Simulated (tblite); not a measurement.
# C7H11ClSi: the cost of one run

The runs use tblite 0.8.0 and PySCF 2.14.0, with density-fitted response routines of our own; the level of theory stands in each step. All values are computed, except where a source is named. Atoms count from 0, in the outputs and in this text.

### 1 The molecule as given

20 atoms, charge 0, multiplicity 1; geometry from: force field or distance geometry start.

Bonds of the start (Å): C0–C1 1.33, C1–C2 1.51, C2–C3 1.54, C3–C4 1.49, C4–Cl5 1.80, C4–C6 1.51, C6–C7 1.53, C3–Si8 1.87, Si8–C1 1.86, C7–C4 1.49, C0–H9 1.07, C0–H10 1.08, C2–H11 1.09, C2–H12 1.11, C3–H13 1.11, C6–H14 1.10, C6–H15 1.11, C7–H16 1.10, C7–H17 1.12, Si8–H18 1.45, Si8–H19 1.47.

### 2 Relaxing the molecule with GFN2-xTB

Job settings and geometry (Å):

```
{"job": {"kind": "relax", "xc": "GFN2-xTB", "basis": "xTB"}, "charge": 0, "multiplicity": 1}
C      3.180700     0.402200    -0.816900
C      1.981100     0.092200    -0.331400
C      0.982200    -1.032900    -0.497100
C     -0.141100     0.020700    -0.543000
C     -1.499800    -0.414100    -0.109400
Cl    -2.159400    -1.812900    -1.024700
C     -2.526000     0.605600     0.318100
C     -1.812300    -0.275700     1.342900
Si     0.774700     0.771800     0.905800
H      3.593400    -0.265800    -1.545400
H      3.688800     1.301800    -0.494700
H      1.104900    -1.632900    -1.397900
H      0.873900    -1.624600     0.436700
H     -0.074200     0.616400    -1.472600
H     -2.305500     1.677400     0.395800
H     -3.581000     0.288400     0.168200
H     -1.157100     0.238500     2.056600
H     -2.409800    -1.113500     1.787400
H      0.728400     2.209400     1.046200
H      0.752900    -0.041400     2.133700
```

Launch:

```console
> OMP_NUM_THREADS=1 python probes_run.py task.json out
```

This one command runs all jobs of the session in turn.

Q: Estimate the wall time and peak memory of this first job on 1 thread of Arm Neoverse N1, shared host.

About 2 s, with a peak of 0.18 GiB.
